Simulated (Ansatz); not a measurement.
# CH₃AlClN: vertical ionisation energy

One table from this session's results is given with a row withheld; the runs are named, their logs left out.

Computed with Ansatz 0.2.0, Gaussian basis. Level: unrestricted cation, the program's frozen cores in correlated methods.

The runs, in order: UKS PBE-D4/def2-TZVPP; UKS r2SCAN-D4/def2-TZVPP; UKS PBE0-D4/def2-TZVPP; UKS B3LYP-D4/def2-TZVPP; UKS wB97X-V/def2-TZVPP; UKS wB97M-V/def2-TZVPP; UKS B2PLYP/def2-TZVPP; UHF-CCSD(T)/def2-TZVPP; UHF-MP2/def2-QZVPP; extrapolation to the limit; then −ε(HOMO) from the neutral's earlier runs with LDA (SPW92), PBE-D4, revPBE-D4, BLYP-D4, r2SCAN-D4, B97M-V, PBE0-D4, B3LYP-D4, r2SCANh-D4, r2SCAN0-D4, HSE06-D4, BHLYP-D4, CAM-B3LYP-D4, LC-ωPBE, ωB97X-V, ωB97M-V.

## Structure used throughout

An earlier PBE0-D4 in a triple-zeta def2 set relaxation fixed the geometry.

SMILES `[Cl][Al]1[CH2][NH]1`, 7 atoms, charge 0, spin multiplicity 1.

Atoms are counted from 1 here; the program's logs count them from 0.

Bond lengths: Cl1–Al2 2.073 Å, Al2–C3 1.902 Å, Al2–N4 1.710 Å, C3–N4 1.523 Å, C3–H5 1.092 Å, C3–H6 1.092 Å, N4–H7 1.005 Å. Angles: Cl1–Al2–C3 164.5°, Cl1–Al2–N4 146.0°, C3–Al2–N4 49.5°, Al2–C3–N4 58.6°, Al2–C3–H5 122.9°, Al2–C3–H6 122.8°, N4–C3–H5 115.2°, N4–C3–H6 115.2°, H5–C3–H6 110.8°, Al2–N4–C3 71.8°, Al2–N4–H7 167.6°, C3–N4–H7 120.6°.

As a file:

```xyz
7
CH3AlClN
Cl   -1.4601   -2.7962    0.6423
Al   -0.5110   -0.9924    0.2641
C     0.3522    0.6948    0.4290
N     0.0922    0.0678   -0.9339
H     1.4050    0.7978    0.7011
H    -0.1913    1.6213    0.6268
H     0.3742    0.5390   -1.7751
```

The first run:

in.yaml reads:

```yaml
crystal:
  periodic: [false, false, false]
  atoms:
    - {symbol: Cl, position_ang: [-1.460075, -2.796248, 0.642267]}
    - {symbol: Al, position_ang: [-0.511009, -0.992382, 0.264055]}
    - {symbol: C, position_ang: [0.352203, 0.694769, 0.429011]}
    - {symbol: N, position_ang: [0.092218, 0.067820, -0.933869]}
    - {symbol: H, position_ang: [1.404966, 0.797784, 0.701094]}
    - {symbol: H, position_ang: [-0.191291, 1.621282, 0.626825]}
    - {symbol: H, position_ang: [0.374188, 0.538975, -1.775084]}
basis:
  gaussian: {orbitals: def2-TZVPP}
total_charge: 1
magnetization: {spin_polarized: true, initial_magnetization: 1}
hamiltonian: {xc: pbe, dispersion: d4}
```

The run is started by

```
> ansatz run in.yaml --threads 2 --pin off --events-out ev --progress --plain --max-ram 4352MiB
```

Among the steps run: Cation, UKS PBE-D4/def2-TZVPP; Cation, UKS r2SCAN-D4/def2-TZVPP; Cation, UKS PBE0-D4/def2-TZVPP; Cation, UKS B3LYP-D4/def2-TZVPP; Cation, UKS wB97X-V/def2-TZVPP; Cation, UKS wB97M-V/def2-TZVPP; Cation, UKS B2PLYP (frozen core)/def2-TZVPP; Cation, UHF-CCSD(T)/def2-TZVPP; Cation, UHF-MP2/def2-QZVPP.

One table of the session follows, with a row left open; its other results are not shown here.

Orbital estimates, from the neutral's runs:

```
  functional  −ε(HOMO) (eV)
 LDA (SPW92)           5.55
      PBE-D4           5.39
   revPBE-D4           5.33
     BLYP-D4           5.26
   r2SCAN-D4              ?
      B97M-V           5.64
     PBE0-D4           6.69
    B3LYP-D4           6.46
  r2SCANh-D4           6.10
  r2SCAN0-D4           6.85
    HSE06-D4           6.29
    BHLYP-D4           7.91
CAM-B3LYP-D4           8.08
     LC-ωPBE           9.47
     ωB97X-V           9.10
     ωB97M-V           9.01
```

**Question.** Estimate the row for r2SCAN-D4.

Worked estimate for «−ε(HOMO) (eV)». Against the share of exact exchange, r2SCANh-D4 (0.1, 6.10), r2SCAN0-D4 (0.25, 6.85) give a slope of 5.00 per unit share; at 0 the line stands at 5.60.

As computed: −ε(HOMO) (eV): 5.61. In «−ε(HOMO) (eV)» the line misses by -0.01.

Caveats from the session: The cation may have settled in a state other than its lowest; no search over hole states beyond the program's own was made.
